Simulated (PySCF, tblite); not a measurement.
# C₆H₁₄B₂FN: geometry, infrared bands and NMR shifts

What infrared bands and NMR shifts should C₆H₁₄B₂FN (`BN(B(F)CCC)C1CC1`) show?

Computed with tblite 0.8.0 and PySCF 2.14.0, with density-fitted response routines of our own, on a single molecule in the gas phase. Atoms count from 0, in the outputs and in this text.

## 1. The molecule as given

24 atoms, charge 0, multiplicity 1; geometry from: force field or distance geometry start.

Bonds of the start (Å): B0–N1 1.52, N1–B2 1.52, B2–F3 1.45, B2–C4 1.60, C4–C5 1.52, C5–C6 1.52, N1–C7 1.48, C7–C8 1.53, C8–C9 1.51, C9–C7 1.52, B0–H10 1.18, B0–H11 1.18, C4–H12 1.11, C4–H13 1.12, C5–H14 1.12, C5–H15 1.12, C6–H16 1.11, C6–H17 1.11, C6–H18 1.12, C7–H19 1.11, C8–H20 1.11, C8–H21 1.11, C9–H22 1.10, C9–H23 1.11.

## 2. Optimising the geometry with GFN2-xTB

What the job is given:

```
{"job": {"kind": "relax", "xc": "GFN2-xTB", "basis": "xTB"}, "charge": 0, "multiplicity": 1}
B      1.455300     1.832800    -1.685800
N      0.960400     0.678500    -0.825100
B     -0.280800     1.125700    -0.064400
F     -0.243900     2.276500     0.816600
C     -1.626500     0.263700    -0.164000
C     -2.002200    -0.335100     1.185200
C     -3.265700    -1.172200     1.083100
C      2.013700     0.348100     0.164300
C      1.946800    -1.099200     0.651600
C      3.004600    -0.684500    -0.344100
H      1.573700     1.678000    -2.849900
H      1.773600     2.859100    -1.195500
H     -2.448400     0.924900    -0.524400
H     -1.463500    -0.549800    -0.913600
H     -2.169300     0.487400     1.930000
H     -1.172300    -0.979300     1.568200
H     -3.116300    -2.011500     0.377900
H     -4.118900    -0.554900     0.743700
H     -3.514700    -1.592600     2.090100
H      2.383300     1.114000     0.882600
H      2.316500    -1.237500     1.688200
H      1.126700    -1.711700     0.216200
H      2.837600    -1.047900    -1.367700
H      4.018600    -0.593000     0.087100
```

On the command line:

```sh
$ OMP_NUM_THREADS=1 python probes_run.py task.json out
```

This one command runs all jobs of the session in turn.

**Question.** This job is followed by: GFN2-xTB harmonic vibrations, gas phase; GIAO PBE0/pcSseg-1 NMR shielding, non-relativistic, gas phase. Predict these results of the whole session: strongest single infrared mode (GFN2-xTB); zero-point energy (GFN2-xTB); ¹³C shifts against TMS (PBE0/pcSseg-1, means over atoms taken as alike); ¹H shifts against TMS (PBE0/pcSseg-1, means over atoms taken as alike); ¹¹B shifts against BF3·OEt2 (PBE0/pcSseg-1); ¹⁵N shifts against NH3 (PBE0/pcSseg-1); ¹⁹F shifts against CFCl3 (PBE0/pcSseg-1).

**Answer**, as computed:

| quantity | value |
| --- | --- |
| strongest single infrared mode (GFN2-xTB) | 1346 cm⁻¹, 239 km/mol |
| zero-point energy (GFN2-xTB) | 124.7 kcal/mol |
| ¹³C shifts against TMS (PBE0/pcSseg-1, means over atoms taken as alike) | 35.5, 22.3, 21.3, 19.8, 11.4 ppm |
| ¹H shifts against TMS (PBE0/pcSseg-1, means over atoms taken as alike) | 5.59, 2.89, 1.47, 1.07, 1.04, 0.87, 0.42 ppm |
| ¹¹B shifts against BF3·OEt2 (PBE0/pcSseg-1) | 49.6, 38.9 ppm |
| ¹⁵N shifts against NH3 (PBE0/pcSseg-1) | 192.3 ppm |
| ¹⁹F shifts against CFCl3 (PBE0/pcSseg-1) | -68.1 ppm |

What this shows: Relaxing lowered the energy by 2.225 eV in 227 steps; the close pair that moved most is B0–N1, from 1.523 to 1.408 Å. All 66 modes are real, so the xTB geometry is a minimum. The strongest single mode, at 1346 cm⁻¹, is spread over many atoms; the largest shares are those of N1, B0. GFN2-xTB is a fitted tight-binding method: band positions and strengths are rough. Its intensities can rank the bands wrongly. At PBE0/pcSseg-1: The widest tensor belongs to F3: span 364 ppm, with a paramagnetic part of -235 ppm.
